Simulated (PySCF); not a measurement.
# C₂H₅F₃OSi: electronic excitations at several levels of theory

How much do the electronic excitations of C₂H₅F₃OSi (`CO[SiH2]C(F)(F)F`) depend on the level of theory, and what does each level cost?

Programs: PySCF 2.14.0, with density-fitted response routines of our own. Each step states its level of theory. These are calculated values for one molecule in the gas phase, unless marked as measured. Atoms count from 0, in the outputs and in this text.

## 1. The starting structure

12 atoms, charge 0, multiplicity 1; geometry from: PBE0-D3(BJ)/def2-SVP.

Bonds of the start (Å): C0–O1 1.40, O1–Si2 1.65, Si2–C3 1.92, C3–F4 1.34, C3–F5 1.34, C3–F6 1.34, C0–H7 1.10, C0–H8 1.10, C0–H9 1.10, Si2–H10 1.49, Si2–H11 1.49.

## 2. TDDFT and polarisability: PBE0/def2-SVP

The job: settings as JSON, then the geometry in Å.

```
{"job": {"kind": "uv", "xc": "PBE0", "basis": "def2-SVP"}, "charge": 0, "multiplicity": 1}
C      2.169967    -0.051856    -0.036730
O      0.797946    -0.336252    -0.084701
Si    -0.393584     0.399444     0.788467
C     -2.035823    -0.380020     0.156047
F     -2.112896    -1.694746     0.397155
F     -2.207453    -0.203182    -1.159602
F     -3.077932     0.201188     0.776713
H      2.690840    -0.724385    -0.733517
H      2.384670     0.988771    -0.339876
H      2.590399    -0.213041     0.972317
H     -0.462330     1.867550     0.534796
H     -0.290572     0.124527     2.250323
```

Method: TDDFT PBE0/def2-SVP, vertical, gas phase, core orbitals frozen in the response.

Started as:

```console
OMP_NUM_THREADS=1 python probes_run.py task.json out
```

This one command runs all jobs of the session in turn.

Standard output:

```text
coarse grid: 11240 points
cycle   1  E = -742.1870721547  dE =  8.597e-01  |g| = 1.014e+00  |ddm| = 3.430e+00
cycle   2  E = -741.9231366173  dE =  2.639e-01  |g| = 1.590e+00  |ddm| = 1.918e+00
cycle   3  E = -742.3693307679  dE = -4.462e-01  |g| = 9.997e-02  |ddm| = 1.283e+00
cycle   4  E = -742.3704136969  dE = -1.083e-03  |g| = 6.834e-02  |ddm| = 1.329e-01
cycle   5  E = -742.3712490876  dE = -8.354e-04  |g| = 6.580e-03  |ddm| = 5.460e-02
cycle   6  E = -742.3712563107  dE = -7.223e-06  |g| = 1.619e-03  |ddm| = 5.410e-03
final grid: 107224 points
cycle   7  E = -742.4726960554  dE = -2.175e-05  |g| = 9.860e-03  |ddm| = 1.912e-02
cycle   8  E = -742.4726808148  dE =  1.524e-05  |g| = 1.358e-02  |ddm| = 1.560e-02
cycle   9  E = -742.4727149053  dE = -3.409e-05  |g| = 1.208e-03  |ddm| = 9.408e-03
cycle  10  E = -742.4727152337  dE = -3.284e-07  |g| = 1.613e-04  |ddm| = 1.260e-03
cycle  11  E = -742.4727152376  dE = -3.896e-09  |g| = 7.759e-05  |ddm| = 1.565e-04
cycle  12  E = -742.4727152385  dE = -9.427e-10  |g| = 1.475e-05  |ddm| = 5.481e-05
converged SCF energy = -742.4727152385

Static polarisability (au): isotropic 47.432, principal 44.253 44.633 53.409

Singlet excitations
state   eV       nm        f      main configurations
  1   7.2522    171.0   0.00023   H->L 0.99
  2   7.8773    157.4   0.02350   H-1->L 0.97
  3   8.3906    147.8   0.00572   H->L+1 0.97
  4   8.6275    143.7   0.01064   H-2->L 0.93
  5   9.0984    136.3   0.03487   H-1->L+1 0.70, H->L+2 0.22
  6   9.1938    134.9   0.00265   H-3->L 0.87, H->L+3 0.10
  7   9.3622    132.4   0.11386   H->L+2 0.60, H-1->L+1 0.19, H->L+3 0.11
  8   9.3913    132.0   0.06575   H->L+3 0.69, H-1->L+2 0.10
  9   9.5529    129.8   0.03710   H-1->L+2 0.81, H->L+3 0.09
 10   9.7291    127.4   0.03464   H-2->L+1 0.85, H-1->L+3 0.09

Triplet excitations (Tamm-Dancoff, eV): 6.8751 7.3558 7.9572 8.0242
```

Wall time 19 s (1 thread of Arm Neoverse V1, shared host); peak memory 0.62 GiB.

Frontier orbitals and where they lie:

```csv
orbital,eV,atoms
HOMO−3,-10.47,"Si2 34 %, H11 20 %, H10 20 %"
HOMO−2,-9.61,"O1 22 %, Si2 17 %, C3 12 %"
HOMO−1,-9.00,"O1 34 %, Si2 15 %, C3 12 %"
HOMO,-8.53,"O1 57 %, Si2 8 %, H11 8 %"
LUMO,0.35,"Si2 64 %, O1 8 %, C3 7 %"
LUMO+1,1.43,"Si2 63 %, H10 8 %, H11 8 %"
LUMO+2,1.95,"Si2 42 %, C3 19 %, H11 12 %"
```

With each of the 10 states as a Gaussian band of 0.4 eV half-width at 1/e, the curve within the window shown has maxima at 157 nm (ε 1,000), 132 nm (ε 10,000) L/(mol cm). Beyond the last state computed it falls off for lack of states. The curve at chosen wavelengths:

| nm | ε (L/mol/cm) |
| --- | --- |
| 124 | 1666 |
| 126 | 3645 |
| 129 | 7693 |
| 131 | 9708 |
| 134 | 9492 |
| 136 | 7481 |
| 139 | 4038 |
| 141 | 2441 |
| 144 | 1244 |
| 146 | 932 |
| 149 | 784 |
| 151 | 809 |
| 154 | 940 |
| 156 | 1009 |
| 159 | 967 |
| 161 | 832 |
| 164 | 551 |
| 166 | 373 |
| 169 | 179 |
| 171 | 102 |
| 174 | 41 |
| 176 | 22 |
| 179 | 9 |
| 181 | 5 |
| 184 | 2 |
| 186 | 1 |

Ground-state properties from the same run:

```csv
property,computed
dipole moment (D),3.21
polarisability (Å³),7.03
HOMO–LUMO gap (eV),8.88
−ε(HOMO) (eV),8.53
```

## 3. TDDFT and polarisability: PBE0/def2-TZVP

Same as in step 2 but for these lines:

```diff
@@ -1,2 +1,2 @@
-{"job": {"kind": "uv", "xc": "PBE0", "basis": "def2-SVP"}, "charge": 0, "multiplicity": 1}
+{"job": {"kind": "uv", "xc": "PBE0", "basis": "def2-TZVP"}, "charge": 0, "multiplicity": 1}
 C      2.169967    -0.051856    -0.036730
```

Method: TDDFT PBE0/def2-TZVP, vertical, gas phase, core orbitals frozen in the response.

Standard output:

```text
coarse grid: 11240 points
cycle   1  E = -742.9376906852  dE =  8.959e-01  |g| = 1.038e+00  |ddm| = 2.625e+00
cycle   2  E = -742.6473684083  dE =  2.903e-01  |g| = 1.688e+00  |ddm| = 1.299e+00
cycle   3  E = -743.1127793889  dE = -4.654e-01  |g| = 1.078e-01  |ddm| = 8.766e-01
cycle   4  E = -743.1138172080  dE = -1.038e-03  |g| = 7.965e-02  |ddm| = 9.244e-02
cycle   5  E = -743.1148399042  dE = -1.023e-03  |g| = 8.911e-03  |ddm| = 4.189e-02
cycle   6  E = -743.1148513831  dE = -1.148e-05  |g| = 1.847e-03  |ddm| = 4.939e-03
cycle   7  E = -743.1148519486  dE = -5.655e-07  |g| = 7.047e-04  |ddm| = 1.315e-03
final grid: 107224 points
cycle   8  E = -743.1224523632  dE = -7.394e-05  |g| = 8.430e-03  |ddm| = 3.292e-02
cycle   9  E = -743.1224396463  dE =  1.272e-05  |g| = 1.212e-02  |ddm| = 9.067e-03
cycle  10  E = -743.1224643560  dE = -2.471e-05  |g| = 1.110e-03  |ddm| = 5.717e-03
cycle  11  E = -743.1224645852  dE = -2.292e-07  |g| = 3.269e-04  |ddm| = 8.682e-04
cycle  12  E = -743.1224646058  dE = -2.054e-08  |g| = 9.583e-05  |ddm| = 1.995e-04
cycle  13  E = -743.1224646069  dE = -1.128e-09  |g| = 2.533e-05  |ddm| = 4.735e-05
cycle  14  E = -743.1224646070  dE = -1.016e-10  |g| = 5.561e-06  |ddm| = 1.427e-05
converged SCF energy = -743.1224646070

Static polarisability (au): isotropic 54.689, principal 50.787 51.528 61.752

Singlet excitations
state   eV       nm        f      main configurations
  1   6.9776    177.7   0.00013   H->L 0.99
  2   7.6099    162.9   0.02050   H-1->L 0.97
  3   7.9938    155.1   0.00091   H->L+1 0.98
  4   8.2878    149.6   0.00700   H-2->L 0.94
  5   8.7391    141.9   0.05970   H-1->L+1 0.90
  6   8.7894    141.1   0.01938   H-3->L 0.65, H->L+2 0.28
  7   8.8922    139.4   0.07413   H->L+2 0.61, H-3->L 0.32
  8   9.0002    137.8   0.04143   H->L+3 0.83
  9   9.2860    133.5   0.01697   H-1->L+2 0.34, H-1->L+3 0.27, H-2->L+1 0.27
 10   9.3028    133.3   0.03270   H-2->L+1 0.54, H-1->L+3 0.35

Triplet excitations (Tamm-Dancoff, eV): 6.6374 7.1304 7.6806 7.7096
```

Wall time 57 s (1 thread of Arm Neoverse V1, shared host); peak memory 0.99 GiB.

In short: HOMO -8.65 eV, LUMO -0.11 eV; lowest singlet 6.98 eV.

## 4. TDDFT and polarisability: PBE0/aug-cc-pVDZ

Same as in step 3 but for these lines:

```diff
@@ -1,2 +1,2 @@
-{"job": {"kind": "uv", "xc": "PBE0", "basis": "def2-TZVP"}, "charge": 0, "multiplicity": 1}
+{"job": {"kind": "uv", "xc": "PBE0", "basis": "aug-cc-pVDZ"}, "charge": 0, "multiplicity": 1}
 C      2.169967    -0.051856    -0.036730
```

Method: TDDFT PBE0/aug-cc-pVDZ, vertical, gas phase, core orbitals frozen in the response.

Standard output:

```text
coarse grid: 11240 points
cycle   1  E = -742.7924666049  dE =  9.361e-01  |g| = 9.530e-01  |ddm| = 6.820e+00
cycle   2  E = -742.5283247707  dE =  2.641e-01  |g| = 1.552e+00  |ddm| = 3.073e+00
cycle   3  E = -742.9542936609  dE = -4.260e-01  |g| = 1.067e-01  |ddm| = 1.900e+00
cycle   4  E = -742.9556278934  dE = -1.334e-03  |g| = 6.968e-02  |ddm| = 2.263e-01
cycle   5  E = -742.9564862580  dE = -8.584e-04  |g| = 8.049e-03  |ddm| = 8.668e-02
cycle   6  E = -742.9564966344  dE = -1.038e-05  |g| = 1.913e-03  |ddm| = 1.190e-02
cycle   7  E = -742.9564973335  dE = -6.991e-07  |g| = 5.668e-04  |ddm| = 3.926e-03
final grid: 107224 points
cycle   8  E = -742.9655502766  dE = -2.861e-05  |g| = 8.718e-03  |ddm| = 7.152e-02
cycle   9  E = -742.9655369550  dE =  1.332e-05  |g| = 1.246e-02  |ddm| = 2.763e-02
cycle  10  E = -742.9655644837  dE = -2.753e-05  |g| = 1.023e-03  |ddm| = 1.547e-02
cycle  11  E = -742.9655647139  dE = -2.302e-07  |g| = 2.540e-04  |ddm| = 1.929e-03
cycle  12  E = -742.9655647250  dE = -1.112e-08  |g| = 9.479e-05  |ddm| = 3.719e-04
cycle  13  E = -742.9655647264  dE = -1.390e-09  |g| = 1.873e-05  |ddm| = 1.279e-04
cycle  14  E = -742.9655647264  dE = -6.889e-11  |g| = 4.843e-06  |ddm| = 3.660e-05
converged SCF energy = -742.9655647264

Static polarisability (au): isotropic 59.388, principal 54.367 55.940 67.857

Singlet excitations
state   eV       nm        f      main configurations
  1   6.8182    181.8   0.00168   H->L 0.89, H->L+1 0.09
  2   7.5010    165.3   0.02238   H-1->L 0.86, H-1->L+1 0.09
  3   7.5139    165.0   0.03123   H->L+1 0.74, H->L+2 0.13, H->L 0.09
  4   7.6754    161.5   0.02522   H->L+2 0.76, H->L+1 0.12
  5   8.1145    152.8   0.01039   H->L+3 0.85
  6   8.1165    152.8   0.01706   H-1->L+1 0.45, H-2->L 0.37
  7   8.2516    150.3   0.06168   H-2->L 0.36, H-1->L+1 0.24, H->L+4 0.19
  8   8.2979    149.4   0.00608   H->L+4 0.78
  9   8.3751    148.0   0.02595   H-1->L+2 0.84
 10   8.5357    145.3   0.00991   H->L+5 0.89

Triplet excitations (Tamm-Dancoff, eV): 6.5077 7.1000 7.3163 7.4274
```

Wall time 45 s (1 thread of Arm Neoverse V1, shared host); peak memory 0.87 GiB.

This run: HOMO -8.60 eV, LUMO -0.37 eV; lowest singlet 6.82 eV.

## 5. Ultraviolet spectrum: PBE0/6-31+G*

Same as in step 4 but for these lines:

```diff
@@ -1,2 +1,2 @@
-{"job": {"kind": "uv", "xc": "PBE0", "basis": "aug-cc-pVDZ"}, "charge": 0, "multiplicity": 1}
+{"job": {"kind": "uv", "xc": "PBE0", "basis": "6-31+G*"}, "charge": 0, "multiplicity": 1}
 C      2.169967    -0.051856    -0.036730
```

Level: TDDFT PBE0/6-31+G*, vertical, gas phase, core orbitals frozen in the response.

Standard output:

```text
coarse grid: 11240 points
cycle   1  E = -742.7701600230  dE =  9.115e-01  |g| = 9.309e-01  |ddm| = 3.224e+00
cycle   2  E = -742.5240755944  dE =  2.461e-01  |g| = 1.506e+00  |ddm| = 1.805e+00
cycle   3  E = -742.9284623915  dE = -4.044e-01  |g| = 9.854e-02  |ddm| = 1.199e+00
cycle   4  E = -742.9295695518  dE = -1.107e-03  |g| = 6.585e-02  |ddm| = 1.272e-01
cycle   5  E = -742.9303436593  dE = -7.741e-04  |g| = 7.552e-03  |ddm| = 5.238e-02
cycle   6  E = -742.9303528619  dE = -9.203e-06  |g| = 1.957e-03  |ddm| = 7.180e-03
final grid: 107224 points
cycle   7  E = -742.9079178133  dE = -1.839e-05  |g| = 1.012e-02  |ddm| = 2.507e-02
cycle   8  E = -742.9079015005  dE =  1.631e-05  |g| = 1.413e-02  |ddm| = 1.572e-02
cycle   9  E = -742.9079378025  dE = -3.630e-05  |g| = 1.235e-03  |ddm| = 9.188e-03
cycle  10  E = -742.9079381401  dE = -3.376e-07  |g| = 1.980e-04  |ddm| = 1.247e-03
cycle  11  E = -742.9079381458  dE = -5.747e-09  |g| = 1.040e-04  |ddm| = 2.016e-04
cycle  12  E = -742.9079381475  dE = -1.687e-09  |g| = 1.460e-05  |ddm| = 7.112e-05
cycle  13  E = -742.9079381476  dE = -4.752e-11  |g| = 4.644e-06  |ddm| = 1.900e-05
converged SCF energy = -742.9079381476

Static polarisability (au): isotropic 53.559, principal 50.211 50.890 59.577

Singlet excitations
state   eV       nm        f      main configurations
  1   6.8792    180.2   0.00061   H->L 0.97
  2   7.5371    164.5   0.02325   H-1->L 0.95
  3   7.7404    160.2   0.00944   H->L+2 0.58, H->L+1 0.38
  4   7.8601    157.7   0.05476   H->L+1 0.57, H->L+2 0.36
  5   8.2357    150.5   0.00008   H-2->L 0.84, H-1->L+1 0.10
  6   8.4220    147.2   0.00370   H->L+3 0.95
  7   8.4358    147.0   0.11138   H-1->L+1 0.56, H-1->L+2 0.21, H-2->L 0.09
  8   8.5175    145.6   0.01037   H-1->L+2 0.70, H-1->L+1 0.24
  9   8.7548    141.6   0.02990   H->L+4 0.97
 10   8.8170    140.6   0.00652   H-3->L 0.87

Triplet excitations (Tamm-Dancoff, eV): 6.5885 7.1371 7.5310 7.6251
```

Run time: 24 s. Hardware: 1 thread of Arm Neoverse V1, shared host; peak memory 0.71 GiB.

In short: HOMO -8.67 eV, LUMO -0.32 eV; lowest singlet 6.88 eV.

## 6. Comparing the runs: electronic excitations

Excitations and ground-state properties, with basis size and wall time:

```csv
run,lowest singlet (eV),brightest (eV),f,gap (eV),α (Å³),μ (D),functions,time
PBE0/def2-SVP,7.25,9.36,0.114,8.88,7.03,3.21,127,19 s
PBE0/def2-TZVP,6.98,8.89,0.074,8.54,8.10,3.19,253,57 s
PBE0/aug-cc-pVDZ,6.82,8.25,0.062,8.22,8.80,3.19,210,45 s
PBE0/6-31+G*,6.88,8.44,0.111,8.35,7.94,3.46,140,24 s
```

## 7. Results

| quantity | value |
| --- | --- |
| lowest singlet (PBE0/def2-SVP) | 7.25 eV (171 nm), f = 0.000 |
| brightest single state of those computed | state 7, 9.36 eV, f = 0.114 |
| lowest triplet | 6.88 eV |
| range of the lowest singlet | 6.82 to 7.25 eV |

What this shows: Single values in the summary come from the first sound run of each kind (PBE0/def2-SVP), which need not be the best level. The first singlet state (HOMO→LUMO 0.99) lies at 7.25 eV and is dark; of the 10 states computed, the strongest absorption comes from states 7 to 8 together at 9.36 eV. The lowest triplet lies 0.38 eV below the lowest singlet (triplets in Tamm-Dancoff, singlets in full TDDFT). At PBE0/def2-SVP, states above −ε(HOMO) (8.53 eV) lie where TDDFT describes them poorly and they hang on the basis; the brightest is among them. The basis of PBE0/def2-SVP has no diffuse functions, so Rydberg states are missing and the high states are unreliable. The lowest singlet runs from 6.82 eV (PBE0/aug-cc-pVDZ) to 7.25 eV (PBE0/def2-SVP), while the orbital gap spans 8.22 to 8.88 eV. The lowest state need not be the same one in every run.
